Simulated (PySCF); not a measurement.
**A gas-phase reaction: FHSZn + CH4O → CH4OSZn + FH**

Wanted: the reaction energy for `[F][Zn][SH]` + `CO` → `C[O][Zn][SH]` + `F`.

Computed with PySCF 2.14.0; each step states its level. No surroundings beyond the atoms listed, unless a continuum is named. Atoms count from 0, parts from 1.

### Step 1. The system as given

Each species was relaxed by itself at PBE0-D3(BJ)/def2-SVPD.

### Step 2. Reaction energy: wB97M-D3(BJ)/def2-TZVPD

What the job is given:

```
{"job": {"kind": "react", "xc": "wB97M-D3(BJ)", "basis": "def2-TZVPD"}, "charge": 0, "multiplicity": 1}
-1 FHSZn charge 0 multiplicity 1
F     -1.272390     2.066000     0.291120
Zn    -0.517870     0.481260     0.214760
S      0.387040    -1.485820     0.141010
H      1.403220    -1.061440    -0.646890

-1 CH4O charge 0 multiplicity 1
C     -0.340480    -0.040980     0.004590
O      0.982890    -0.345160    -0.356470
H     -0.490140    -0.046850     1.098540
H     -0.982200    -0.818610    -0.429500
H     -0.671310     0.934850    -0.392230
H      1.575860     0.316080     0.006720

+1 CH4OSZn charge 0 multiplicity 1
C     -0.966840    -0.513220     1.162980
O     -0.889090    -0.504780    -0.229300
Zn     0.383160     0.205440    -1.246310
S      1.808980     1.008770    -2.677820
H     -0.121040    -1.045090     1.637780
H     -1.008120     0.503090     1.597920
H     -1.889980    -1.034360     1.467650
H      2.682930     1.380150    -1.712910

+1 FH charge 0 multiplicity 1
F      0.458020     0.017910     0.039740
H     -0.458020    -0.017910    -0.039740
```

Method: wB97M-D3(BJ)/def2-TZVPD reaction energy of separated species, gas phase.

The run is started by

```bash
$ OMP_NUM_THREADS=1 python cluster_run.py task.json out
```

The driver reads the jobs from task.json and runs them one after another.

What it wrote:

```text
species 1 (FHSZn)
coarse grid: 21528 points
cycle   1  E = -2278.1071709133  dE = -2.673e-01  |g| = 1.030e+00  |ddm| = 1.667e+00
cycle   2  E = -2277.9713427971  dE =  1.358e-01  |g| = 1.713e+00  |ddm| = 1.222e+00
cycle   3  E = -2278.2491396891  dE = -2.778e-01  |g| = 7.229e-02  |ddm| = 6.414e-01
cycle   4  E = -2278.2505312359  dE = -1.392e-03  |g| = 2.563e-02  |ddm| = 9.624e-02
cycle   5  E = -2278.2507413353  dE = -2.101e-04  |g| = 8.542e-03  |ddm| = 2.979e-02
cycle   6  E = -2278.2507722323  dE = -3.090e-05  |g| = 5.670e-03  |ddm| = 1.380e-02
cycle   7  E = -2278.2507790361  dE = -6.804e-06  |g| = 1.306e-03  |ddm| = 5.148e-03
final grid: 41760 points
cycle   8  E = -2278.2506736845  dE = -1.334e-06  |g| = 1.230e-03  |ddm| = 2.535e-03
cycle   9  E = -2278.2506738393  dE = -1.548e-07  |g| = 1.640e-03  |ddm| = 1.821e-03
cycle  10  E = -2278.2506740758  dE = -2.364e-07  |g| = 2.683e-04  |ddm| = 4.992e-04
cycle  11  E = -2278.2506741057  dE = -2.996e-08  |g| = 1.380e-04  |ddm| = 3.502e-04
cycle  12  E = -2278.2506741187  dE = -1.298e-08  |g| = 6.248e-05  |ddm| = 3.452e-04
cycle  13  E = -2278.2506741195  dE = -8.404e-10  |g| = 5.714e-06  |ddm| = 8.092e-05
converged SCF energy = -2278.2506741195

species 2 (CH4O)
coarse grid: 20248 points
cycle   1  E = -115.7313988329  dE =  7.126e-02  |g| = 5.636e-01  |ddm| = 1.531e+00
cycle   2  E = -115.7262024022  dE =  5.196e-03  |g| = 6.290e-01  |ddm| = 6.629e-01
cycle   3  E = -115.7900726566  dE = -6.387e-02  |g| = 2.852e-02  |ddm| = 2.807e-01
cycle   4  E = -115.7902308829  dE = -1.582e-04  |g| = 6.698e-03  |ddm| = 3.245e-02
cycle   5  E = -115.7902434987  dE = -1.262e-05  |g| = 1.491e-03  |ddm| = 1.015e-02
cycle   6  E = -115.7902441047  dE = -6.060e-07  |g| = 5.703e-04  |ddm| = 2.213e-03
final grid: 43904 points
cycle   7  E = -115.7902244902  dE = -7.434e-08  |g| = 4.666e-04  |ddm| = 3.005e-03
cycle   8  E = -115.7902245133  dE = -2.310e-08  |g| = 3.499e-04  |ddm| = 6.636e-04
cycle   9  E = -115.7902245396  dE = -2.636e-08  |g| = 1.950e-05  |ddm| = 2.038e-04
cycle  10  E = -115.7902245397  dE = -1.148e-10  |g| = 1.451e-05  |ddm| = 4.665e-05
converged SCF energy = -115.7902245397

species 3 (CH4OSZn)
coarse grid: 34008 points
cycle   1  E = -2293.3497638723  dE = -2.987e-02  |g| = 1.088e+00  |ddm| = 2.307e+00
cycle   2  E = -2293.1905178123  dE =  1.592e-01  |g| = 1.747e+00  |ddm| = 1.874e+00
cycle   3  E = -2293.5153547852  dE = -3.248e-01  |g| = 7.574e-02  |ddm| = 1.036e+00
cycle   4  E = -2293.5167729089  dE = -1.418e-03  |g| = 4.008e-02  |ddm| = 1.267e-01
cycle   5  E = -2293.5170694943  dE = -2.966e-04  |g| = 1.520e-02  |ddm| = 4.464e-02
cycle   6  E = -2293.5171179661  dE = -4.847e-05  |g| = 6.882e-03  |ddm| = 1.791e-02
cycle   7  E = -2293.5171314360  dE = -1.347e-05  |g| = 1.252e-03  |ddm| = 1.130e-02
cycle   8  E = -2293.5171329115  dE = -1.476e-06  |g| = 4.874e-04  |ddm| = 5.188e-03
final grid: 68688 points
cycle   9  E = -2293.5170053365  dE = -1.719e-07  |g| = 3.443e-04  |ddm| = 2.805e-03
cycle  10  E = -2293.5170053486  dE = -1.210e-08  |g| = 5.200e-04  |ddm| = 5.425e-04
cycle  11  E = -2293.5170053678  dE = -1.916e-08  |g| = 5.332e-05  |ddm| = 1.942e-04
cycle  12  E = -2293.5170053704  dE = -2.653e-09  |g| = 3.869e-05  |ddm| = 1.570e-04
cycle  13  E = -2293.5170053711  dE = -6.830e-10  |g| = 1.455e-05  |ddm| = 9.796e-05
converged SCF energy = -2293.5170053711

species 4 (FH)
coarse grid: 7776 points
cycle   1  E = -100.4688240065  dE = -9.407e-02  |g| = 4.644e-01  |ddm| = 6.197e-01
cycle   2  E = -100.4725053249  dE = -3.681e-03  |g| = 5.038e-01  |ddm| = 3.808e-01
cycle   3  E = -100.5053188296  dE = -3.281e-02  |g| = 2.574e-02  |ddm| = 1.678e-01
cycle   4  E = -100.5053948068  dE = -7.598e-05  |g| = 5.006e-03  |ddm| = 1.077e-02
cycle   5  E = -100.5053994478  dE = -4.641e-06  |g| = 4.334e-04  |ddm| = 3.766e-03
final grid: 16976 points
cycle   6  E = -100.5053931118  dE = -6.409e-08  |g| = 1.037e-04  |ddm| = 8.204e-04
cycle   7  E = -100.5053931152  dE = -3.457e-09  |g| = 7.689e-05  |ddm| = 2.164e-04
cycle   8  E = -100.5053931160  dE = -7.757e-10  |g| = 2.124e-05  |ddm| = 3.708e-05
converged SCF energy = -100.5053931160

Reaction energy = 11.166 kcal/mol
```

Run time: 31 s. Hardware: 1 thread of Arm Neoverse V1, shared host; peak memory 0.79 GiB.

Species by species (with the dispersion term, which the log's SCF energies lack):

| ν | species | energy (Eh) | HOMO (eV) |
| --- | --- | --- | --- |
| -1 | [F][Zn][SH] | -2278.25330 | -10.10 |
| -1 | CO | -115.79380 | -10.52 |
| +1 | C[O][Zn][SH] | -2293.52367 | -9.63 |
| +1 | F | -100.50563 | -14.54 |

### Step 3. Reaction energy: PBE0-D3(BJ)/def2-TZVPD

Settings changed since step 2:

```diff
@@ -1,2 +1,2 @@
-{"job": {"kind": "react", "xc": "wB97M-D3(BJ)", "basis": "def2-TZVPD"}, "charge": 0, "multiplicity": 1}
+{"job": {"kind": "react", "xc": "PBE0", "basis": "def2-TZVPD", "disp": "d3bj"}, "charge": 0, "multiplicity": 1}
 -1 FHSZn charge 0 multiplicity 1
```

Method: PBE0-D3(BJ)/def2-TZVPD reaction energy of separated species, gas phase.

What it wrote:

```text
species 1 (FHSZn)
coarse grid: 21528 points
cycle   1  E = -2277.5107316457  dE = -1.982e-01  |g| = 1.149e+00  |ddm| = 1.742e+00
cycle   2  E = -2276.8974097797  dE =  6.133e-01  |g| = 2.573e+00  |ddm| = 2.008e+00
cycle   3  E = -2277.6655422886  dE = -7.681e-01  |g| = 2.573e-01  |ddm| = 1.374e+00
cycle   4  E = -2277.6729808795  dE = -7.439e-03  |g| = 1.407e-01  |ddm| = 2.140e-01
cycle   5  E = -2277.6753956296  dE = -2.415e-03  |g| = 2.092e-02  |ddm| = 5.045e-02
cycle   6  E = -2277.6755095078  dE = -1.139e-04  |g| = 7.625e-03  |ddm| = 2.407e-02
cycle   7  E = -2277.6755186078  dE = -9.100e-06  |g| = 6.675e-04  |ddm| = 5.122e-03
final grid: 41760 points
cycle   8  E = -2277.6755112497  dE = -2.093e-07  |g| = 7.216e-04  |ddm| = 1.072e-03
cycle   9  E = -2277.6755111781  dE =  7.159e-08  |g| = 1.114e-03  |ddm| = 9.082e-04
cycle  10  E = -2277.6755113312  dE = -1.531e-07  |g| = 1.774e-04  |ddm| = 4.811e-04
cycle  11  E = -2277.6755113354  dE = -4.252e-09  |g| = 2.045e-05  |ddm| = 9.719e-05
cycle  12  E = -2277.6755113355  dE = -2.592e-11  |g| = 1.411e-05  |ddm| = 1.337e-05
converged SCF energy = -2277.6755113355

species 2 (CH4O)
coarse grid: 4656 points
cycle   1  E = -115.5791380059  dE =  6.214e-02  |g| = 5.861e-01  |ddm| = 1.557e+00
cycle   2  E = -115.4913345018  dE =  8.780e-02  |g| = 9.140e-01  |ddm| = 8.423e-01
cycle   3  E = -115.6416503999  dE = -1.503e-01  |g| = 4.540e-02  |ddm| = 4.748e-01
cycle   4  E = -115.6419779088  dE = -3.275e-04  |g| = 1.801e-02  |ddm| = 3.320e-02
cycle   5  E = -115.6420472853  dE = -6.938e-05  |g| = 4.964e-03  |ddm| = 1.209e-02
cycle   6  E = -115.6420525598  dE = -5.275e-06  |g| = 3.238e-04  |ddm| = 3.573e-03
final grid: 43904 points
cycle   7  E = -115.6393346604  dE = -2.381e-05  |g| = 7.311e-03  |ddm| = 6.914e-02
cycle   8  E = -115.6393265680  dE =  8.092e-06  |g| = 9.952e-03  |ddm| = 8.316e-03
cycle   9  E = -115.6393443591  dE = -1.779e-05  |g| = 8.682e-04  |ddm| = 4.574e-03
cycle  10  E = -115.6393445025  dE = -1.434e-07  |g| = 1.496e-04  |ddm| = 5.595e-04
cycle  11  E = -115.6393445073  dE = -4.846e-09  |g| = 1.653e-05  |ddm| = 1.052e-04
cycle  12  E = -115.6393445074  dE = -4.712e-11  |g| = 2.101e-06  |ddm| = 1.705e-05
converged SCF energy = -115.6393445074

species 3 (CH4OSZn)
coarse grid: 34008 points
cycle   1  E = -2292.7053634300  dE = -2.539e-02  |g| = 1.215e+00  |ddm| = 2.408e+00
cycle   2  E = -2291.7923885174  dE =  9.130e-01  |g| = 2.771e+00  |ddm| = 3.367e+00
cycle   3  E = -2292.8832079666  dE = -1.091e+00  |g| = 3.300e-01  |ddm| = 2.599e+00
cycle   4  E = -2292.8972872252  dE = -1.408e-02  |g| = 1.957e-01  |ddm| = 3.356e-01
cycle   5  E = -2292.9024345520  dE = -5.147e-03  |g| = 3.006e-02  |ddm| = 9.860e-02
cycle   6  E = -2292.9026510889  dE = -2.165e-04  |g| = 1.012e-02  |ddm| = 3.822e-02
cycle   7  E = -2292.9026687295  dE = -1.764e-05  |g| = 1.717e-03  |ddm| = 9.814e-03
cycle   8  E = -2292.9026693360  dE = -6.066e-07  |g| = 4.408e-04  |ddm| = 2.088e-03
final grid: 68688 points
cycle   9  E = -2292.9026573223  dE = -6.431e-08  |g| = 4.914e-04  |ddm| = 3.123e-03
cycle  10  E = -2292.9026572665  dE =  5.581e-08  |g| = 7.110e-04  |ddm| = 9.914e-04
cycle  11  E = -2292.9026573854  dE = -1.189e-07  |g| = 1.471e-04  |ddm| = 5.837e-04
cycle  12  E = -2292.9026573890  dE = -3.644e-09  |g| = 1.691e-05  |ddm| = 9.273e-05
cycle  13  E = -2292.9026573891  dE = -4.502e-11  |g| = 3.413e-06  |ddm| = 1.792e-05
converged SCF energy = -2292.9026573891

species 4 (FH)
coarse grid: 1712 points
cycle   1  E = -100.3540512718  dE = -3.605e-02  |g| = 4.957e-01  |ddm| = 6.253e-01
cycle   2  E = -100.3145359763  dE =  3.952e-02  |g| = 7.429e-01  |ddm| = 5.125e-01
cycle   3  E = -100.3937716417  dE = -7.924e-02  |g| = 2.284e-02  |ddm| = 2.892e-01
cycle   4  E = -100.3938472083  dE = -7.557e-05  |g| = 4.204e-03  |ddm| = 9.787e-03
cycle   5  E = -100.3938491917  dE = -1.983e-06  |g| = 3.553e-04  |ddm| = 1.247e-03
final grid: 16976 points
cycle   6  E = -100.3948393726  dE = -1.850e-05  |g| = 3.970e-03  |ddm| = 7.424e-03
cycle   7  E = -100.3948374768  dE =  1.896e-06  |g| = 5.458e-03  |ddm| = 3.330e-03
cycle   8  E = -100.3948415052  dE = -4.028e-06  |g| = 1.001e-04  |ddm| = 1.999e-03
cycle   9  E = -100.3948415065  dE = -1.302e-09  |g| = 1.787e-05  |ddm| = 3.954e-05
cycle  10  E = -100.3948415066  dE = -4.823e-11  |g| = 3.043e-06  |ddm| = 1.029e-05
converged SCF energy = -100.3948415066

Reaction energy = 10.287 kcal/mol
```

Run time: 16 s. Hardware: 1 thread of Arm Neoverse V1, shared host; peak memory 0.71 GiB.

Reaction energy at this level: 10.29 kcal/mol.

### Step 4. Comparing the runs

Energies in kcal/mol, with wall time:

```
                    run  reaction  time
wB97M-D3(BJ)/def2-TZVPD     11.17  31 s
 PBE0-D3(BJ)/def2-TZVPD     10.29  16 s
```

### Step 5. Results

| quantity | value |
| --- | --- |
| reaction energy (wB97M-D3(BJ)/def2-TZVPD) | 11.17 kcal/mol |
| ΔH, ΔG at 298 K (xTB thermal terms) | +10.2, +11.4 kcal/mol |
| range of the reaction energy over the runs of this table | 10.29 to 11.17 kcal/mol |

What this shows: The reaction is endothermic by 10.2 kcal/mol in the gas phase; dispersion gives -0.44, and xTB itself gave 25.49 for the electronic energy (xTB energies and thermal terms come from the earlier relaxation of each species, not shown). No barrier was sought. xTB and this level differ widely in the electronic energy, so what comes from xTB (the thermal terms above all) is less safe here. The reaction energy runs from 10.29 (PBE0-D3(BJ)/def2-TZVPD) to 11.17 kcal/mol (wB97M-D3(BJ)/def2-TZVPD).
